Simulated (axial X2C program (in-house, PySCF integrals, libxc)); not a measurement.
# A two-component session on BrGa⁺: EOM-IP-CCSD levels

Wanted for BrGa⁺: EOM-IP-CCSD levels, at the two-component level.

The runs use an in-house X2C program for linear molecules on PySCF integrals; two-component X2C with atomic mean-field terms, Br dyall-cv3z, Ga dyall-cv3z.

All values are calculated.

### Step 1. Input

task.json reads:

```json
{"zs": [35, 31], "q": 1, "bas": ["dyall-cv3z", "dyall-cv3z"], "r0": 2.38, "eom": "ip", "rq": 0, "thr": -2.0, "nmax": 95, "grid": [1, 0.96, 1.045, 0.92, 1.09, 1.15]}
```

Keys: zs atomic numbers; q charge; bas basis sets; r0 starting distance in Å; eom kind of EOM run; thr threshold in hartree for freezing inner shells (an s shell follows its p shell); nmax most natural virtual spinors; grid distances as factors.

On the command line:

```sh
> python soeom.py task.json out
```

After this run come: EOM-IP-CCSD at 2.373 Å.

**Question.** What will these runs give? Wanted: next root led by one particle; T1 of the reference; lowest state, Re and ωe.

The runs gave:

| quantity | value |
| --- | --- |
| lowest root at 2.373 Å | Ω = 1/2, 9.588 eV |
| next root led by one particle | Ω = 3/2, about 5970 cm⁻¹ higher |
| T1 of the reference | 0.013 |
| lowest state, Re and ωe | 2.256 Å, 269.6 cm⁻¹ |

What this shows: Removing an electron from the reference determinant of BrGa costs 9.59 eV and empties a spinor of 37% Br pσ, 32% Ga sσ, 24% Ga pσ. Errors of 0.1 to 0.3 eV are usual at this size, and roots led by higher excitations are left out, so the list is incomplete, and low states of that kind can be missing. The bond is 0.111 Å shorter than in the closed-shell reference at CCSD (2.367 Å).
